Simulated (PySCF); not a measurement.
# C8H15B: the cost of one run

Programs: PySCF 2.14.0, with routines of our own; each step states its level. All values are computed. Atoms count from 0.

### Step 1. The system as given

24 atoms, charge 0, multiplicity 1; geometry from: GFN2-xTB.

### Step 2. Relaxing the molecule at PBE0-D3(BJ)/def2-SVP

Job settings and geometry (Å):

```
{"job": {"xc": "PBE0", "basis": "def2-SVP", "d3": "d3bj", "grid": 2, "kind": "geom"}, "charge": 0, "multiplicity": 1}
C      3.165484    -0.053257    -0.615572
C      2.111618     0.075235     0.191246
C      2.324566     0.417380     1.640081
C      0.732367    -0.118412    -0.275929
C      0.557319    -0.712459    -1.644381
C     -0.334410     0.263228     0.450242
B     -1.846097     0.124113     0.154964
C     -2.773348     1.380906     0.417401
C     -2.532095    -1.241531    -0.258772
H      4.169036     0.083835    -0.247825
H      3.082690    -0.283820    -1.662174
H      1.784664    -0.276707     2.281696
H      1.970984     1.425639     1.853270
H      3.382023     0.370565     1.887186
H      0.925785    -0.022572    -2.402950
H     -0.491450    -0.902220    -1.842181
H      1.115058    -1.643039    -1.735131
H     -0.123472     0.780379     1.381110
H     -2.278464     2.330577     0.224117
H     -3.701004     1.360030    -0.150119
H     -3.055585     1.390071     1.471169
H     -1.875240    -2.107092    -0.221833
H     -3.388571    -1.447021     0.382267
H     -2.933592    -1.174065    -1.270326
```

Started as:

```console
$ OMP_NUM_THREADS=1 python excited_run.py task.json out
```

This one command runs all jobs of the session in turn.

**Question.** How long does this first job take on 1 thread of AMD EPYC 9R45, shared host, and how much memory does it need?

About 2.5 min, with a peak of 0.92 GiB.
